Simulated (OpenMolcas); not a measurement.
# BSiH4O2F (SMILES OB(F)O[SiH3]): levels of theory compared

We compute a comparison of 6 runs (HF/STO-3G, BHLYP/6-31G*, PBE/6-31G*, B3LYP/6-31G*, MP2/6-31G*, CCSD(T)/6-31G*) of BSiH4O2F. 

Program for the calculation: OpenMolcas 26.06.

1 further run of the same task is left out (set aside as unsound or not needed).

### Step 1. The molecule

BSiH4O2F: 9 atoms, total charge 0, spin state singlet. As SMILES, `OB(F)O[SiH3]`. The Si5–H8 distance was set to 2.225 Å, away from the relaxed value. At this shape a bond of the SMILES string is far longer than usual.

Bond lengths: O1–B2 1.359 Å, B2–F3 1.334 Å, B2–O4 1.348 Å, O4–Si5 1.655 Å, O1–H6 0.960 Å, Si5–H7 1.480 Å, Si5–H9 1.484 Å. Angles: O1–B2–F3 120.0°, O1–B2–O4 121.1°, F3–B2–O4 118.9°, B2–O4–Si5 131.9°, B2–O1–H6 113.4°, O4–Si5–H7 106.4°, O4–Si5–H9 110.2°, H7–Si5–H9 110.1°. A long bond or contact: Si5–H8 2.225 Å.

### Step 2. A single-point energy at HF/STO-3G (run 1)

coord.xyz

```xyz
9

O     -1.224272     0.713041     1.005366
B     -0.005572     1.313441     0.964066
F      0.112528     2.607141     1.269266
O      1.098728     0.623241     0.617566
Si     1.324028    -0.958559     0.186366
H     -1.932672     1.306241     1.265466
H      2.771728    -1.117559    -0.079534
H      0.154500    -1.427600    -1.647800
H      0.908028    -1.854659     1.293166
```

job.inp

```
* BFH4O2Si Hartree-Fock
>>> EXPORT MOLCAS_PRINT=2

&GATEWAY
  BasLib = $CurrDir
  Coord = coord.xyz
  Basis = STO-3G
  Group = NoSym

&SEWARD

&SCF
  Thresholds = 1e-10 1e-07 1e-07 1e-05
  PrOrbitals = 1 1
```

The basis set STO-3G is read from a file made from the Basis Set Exchange's data (not shown).

On the command line:

```
export MOLCAS_MEM=1860
pymolcas job.inp > job.log
```

What it wrote:

```text
--- Start Module: gateway ---
[...]
--- Stop Module: gateway /rc=_RC_ALL_IS_WELL_ ---
--- Start Module: seward ---
[...]
      Basis functions           33
--- Stop Module: seward /rc=_RC_ALL_IS_WELL_ ---
[...]
--- Start Module: scf ---
[...]
       Convergence after  12 Iterations
[...]
::    Total SCF energy                               -558.0706363615
[...]
      Total spin, S                                     0.0000000000
[...]
      Total electronic charge=   48.000000
      Total            charge=   -0.000000
[...]
      Dipole Moment (debye):
      Origin of the operator (angstrom)=    0.4152    0.5896    0.7099
                   X= -3.7161E-01               Y= -4.1519E-01               Z=  6.5401E-01           Total=  8.5918E-01
      Quadrupole Moment (debye*angstrom):
[...]
--- Stop Module: scf /rc=_RC_ALL_IS_WELL_ ---
[...]
```

Wall time 3.3 s (1 thread of Intel Xeon Platinum 8259CL at 2.50GHz (Skylake/Cascade Lake), shared host); peak memory 0.37 GiB.

### Step 3. The energy at BHLYP/6-31G(d) (spherical functions) (run 2)

test.input

```
&GATEWAY
 BasLib=$CurrDir
 BasisSet
 O.6-31Gs....
 O1 -1.224272 0.713041 1.005366 angstrom
 O4 1.098728 0.623241 0.617566 angstrom
 End of Basis
 BasisSet
 B.6-31Gs....
 B2 -0.005572 1.313441 0.964066 angstrom
 End of Basis
 BasisSet
 F.6-31Gs....
 F3 0.112528 2.607141 1.269266 angstrom
 End of Basis
 BasisSet
 Si.6-31Gs....
 Si5 1.324028 -0.958559 0.186366 angstrom
 End of Basis
 BasisSet
 H.6-31Gs....
 H6 -1.932672 1.306241 1.265466 angstrom
 H7 2.771728 -1.117559 -0.079534 angstrom
 H8 0.154500 -1.427600 -1.647800 angstrom
 H9 0.908028 -1.854659 1.293166 angstrom
 End of Basis

&SEWARD
 GridInput
 Grid=UltraFine
 End of Grid

&SCF
 KSDFT=HYB_GGA_XC_BHANDHLYP
 Thresholds=1e-10 1e-07 1e-07 1e-05
 PrOrbitals=1 1
```

The basis set 6-31G* is read from a file made from the Basis Set Exchange's data (not shown).

On the command line:

```
export MOLCAS_MEM=1860
pymolcas test.input > test.log
```

What it wrote:

```text
--- Start Module: gateway ---
[...]
--- Stop Module: gateway /rc=_RC_ALL_IS_WELL_ ---
--- Start Module: seward ---
[...]
      Basis functions           82
--- Stop Module: seward /rc=_RC_ALL_IS_WELL_ ---
[...]
--- Start Module: scf ---
[...]
       Convergence after  14 Iterations
[...]
::    Total KS-DFT energy                            -567.0148317351
[...]
      Total spin, S                                     0.0000000000
[...]
      Total electronic charge=   48.000000
      Total            charge=   -0.000000
[...]
      Dipole Moment (debye):
      Origin of the operator (angstrom)=    0.4152    0.5896    0.7099
                   X= -6.5528E-01               Y= -9.1880E-02               Z=  1.2685E+00           Total=  1.4307E+00
      Quadrupole Moment (debye*angstrom):
[...]
--- Stop Module: scf /rc=_RC_ALL_IS_WELL_ ---
[...]
```

It took 28 s on 1 thread of Intel Xeon Platinum 8259CL at 2.50GHz (Skylake/Cascade Lake), shared host; peak memory 0.46 GiB.

Run 3 isn't shown in full; the table further down has it.

### Step 4. A single-point energy at B3LYP/6-31G(d) (Cartesian functions) (run 4)

input.xyz

```xyz
9

O     -1.224272     0.713041     1.005366
B     -0.005572     1.313441     0.964066
F      0.112528     2.607141     1.269266
O      1.098728     0.623241     0.617566
Si     1.324028    -0.958559     0.186366
H     -1.932672     1.306241     1.265466
H      2.771728    -1.117559    -0.079534
H      0.154500    -1.427600    -1.647800
H      0.908028    -1.854659     1.293166
```

test.inp

```
&GATEWAY
BasLib=$CurrDir
Coord=input.xyz
Basis=6-31Gs
Group=NoSym
&SEWARD
GridInput
Grid=UltraFine
End of Grid
&SCF
KSDFT=B3LYP
Thresholds=1e-10 1e-07 1e-07 1e-05
PrOrbitals=0
```

The basis set 6-31G* is read from a file made from the Basis Set Exchange's data (not shown).

On the command line:

```
export MOLCAS_MEM=1860
pymolcas test.inp > test.log
```

What it wrote:

```text
--- Start Module: gateway ---
[...]
--- Stop Module: gateway /rc=_RC_ALL_IS_WELL_ ---
--- Start Module: seward ---
[...]
      Basis functions           87
--- Stop Module: seward /rc=_RC_ALL_IS_WELL_ ---
[...]
--- Start Module: scf ---
[...]
       Convergence after  15 Iterations
[...]
::    Total KS-DFT energy                            -567.1635620077
[...]
      Total spin, S                                     0.0000000000
[...]
      Total electronic charge=   48.000000
      Total            charge=   -0.000000
[...]
      Dipole Moment (debye):
      Origin of the operator (angstrom)=    0.4152    0.5896    0.7099
                   X= -6.9857E-01               Y=  9.7278E-03               Z=  1.2508E+00           Total=  1.4327E+00
      Quadrupole Moment (debye*angstrom):
[...]
--- Stop Module: scf /rc=_RC_ALL_IS_WELL_ ---
[...]
```

It took 34 s on 1 thread of Intel Xeon Platinum 8259CL at 2.50GHz (Skylake/Cascade Lake), shared host; peak memory 0.48 GiB.

Run 5 isn't shown in full; the table further down has it.

### Step 5. A single-point energy at CCSD(T)/6-31G(d) (spherical functions) (run 6)

calc.input

```
* BFH4O2Si CCSD(T)
>>> EXPORT MOLCAS_PRINT=2
&GATEWAY
BasLib = $CurrDir
Coord
9
bohr
O     -2.31353878     1.34745221     1.89986640
B     -0.01052955     2.48204377     1.82182071
F      0.21264710     4.92678246     2.39856512
O      2.07629501     1.17775480     1.16703060
Si     2.50205030    -1.81141398     0.35218070
H     -3.65222077     2.46843774     2.39138416
H      5.23780681    -2.11188044    -0.15029748
H      0.29196269    -2.69777302    -3.11389071
H      1.71592423    -3.50479756     2.44372957
Basis = 6-31Gs
Group = NoSym
&SEWARD
&SCF
Thresholds = 1e-10 1e-07 1e-07 1e-05
PrOrbitals = 1 2
&RASSCF
FileOrb = $Project.ScfOrb
Spin = 1
Nactel = 0 0 0
Inactive = 24
Ras2 = 0
OutOrbitals = Canonical
OrbListing = Few
&MOTRA
JobIph
Frozen = 9
&CCSDT
CCT
Triples = 2
Iterations = 80
Accuracy = 1e-08
Extrapolation = 5 4
```

The basis set 6-31G* is read from a file made from the Basis Set Exchange's data (not shown).

On the command line:

```
export MOLCAS_MEM=1860
pymolcas calc.input > calc.log
```

What it wrote:

```text
--- Start Module: gateway ---
[...]
--- Stop Module: gateway /rc=_RC_ALL_IS_WELL_ ---
[...]
      Basis functions           82
[...]
       Convergence after  13 Iterations
[...]
::    Total SCF energy                               -565.2188222702
[...]
      Total spin, S                                     0.0000000000
[...]
      Number of active orbitals                  0
[...]
      Spin quantum number                      0.0
[...]
      Active orbitals                            0
[...]
      Number of CSFs                             1
[...]
      Number of root(s) required                 1
[...]
      Convergence after  4 iterations
[...]
      Natural orbitals and occupation numbers for root  1
      ************************************************************************************************************************
      *                                                    Final results                                                     *
      ************************************************************************************************************************
[...]
::    RASSCF root number  1 Total energy:   -565.21882227
[...]
      Total electronic charge=   48.000000
      Total            charge=   -0.000000
[...]
      Dipole Moment (debye):
      Origin of the operator (angstrom)=    0.4152    0.5896    0.7099
                   X= -5.5804E-01               Y= -9.8767E-02               Z=  1.4177E+00           Total=  1.5267E+00
      Quadrupole Moment (debye*angstrom):
[...]
--- Start Module: motra ---
[...]
--- Stop Module: motra /rc=_RC_ALL_IS_WELL_ ---
[...]
--- Start Module: ccsdt ---
[...]
      Convergence after                    16  Iterations
      Total energy (diff) :    -565.92967103       0.00000000
[...]
 METHOD                       : CCSD+T(CCSD)+<T3(1)WT1> = CCSD(T)
[...]
       CCSD     =      -565.9296710277223
[...]
```

Run time: 93 s. Hardware: 1 thread of Intel Xeon Platinum 8259CL at 2.50GHz (Skylake/Cascade Lake), shared host; peak memory 0.46 GiB.

### Step 6. The series

| run | level | integration grid | Cartesian functions | energy (Eh) | dipole moment (D) of the reference | HOMO energy (eV) | LUMO energy (eV) | wall time |
| --- | --- | --- | --- | --- | --- | --- | --- | --- |
| 1 | HF/STO-3G | – | no | -558.070636 | 0.86 | -7.32 | 6.14 | 3.3 s |
| 2 | BHLYP/6-31G* (spherical functions) | UltraFine | no | -567.014832 | 1.43 | -8.72 | 0.07 | 28 s |
| 3 | PBE/6-31G* (spherical functions) | UltraFine | no | -566.679895 | 1.44 | -6.54 | -1.76 | 32 s |
| 4 | B3LYP/6-31G* (Cartesian functions) | UltraFine | yes | -567.163562 | 1.43 | -7.49 | -1.14 | 34 s |
| 5 | MP2/6-31G* (spherical functions) | – | no | -565.893751 | 1.53 | -10.30 | 2.59 | 9 s |
| 6 | CCSD(T)/6-31G* (spherical functions) | – | no | -565.945596 | 1.53 | -10.30 | 2.59 | 93 s |

### Step 7. Outcome

```
                                          quantity          value
                               run 6: total energy  -565.94560 Eh
         run 6: dipole moment (mean-field density)         1.53 D
        run 6: HOMO energy (Hartree–Fock orbitals)      -10.30 eV
        run 6: LUMO energy (Hartree–Fock orbitals)        2.59 eV
      run 6: HOMO–LUMO gap (Hartree–Fock orbitals)       12.89 eV
run 6: correlation energy (9 core orbitals frozen)     -726.8 mEh
                             run 6: (T) correction     -15.92 mEh
```

Over runs 1, 2, 3, 4 the dipole moment (its size) runs from 0.86 D (HF/STO-3G) to 1.44 D (PBE/6-31G*). The two ends differ in method and basis. Over runs 1, 2, 3, 4 the HOMO–LUMO gap runs from 4.78 eV (PBE/6-31G*) to 13.46 eV (HF/STO-3G). Totals of different functionals can't be ranked against each other. In run 1 the basis is minimal, so the values are rough. All runs together took 3.3 min, the longest 93 s.
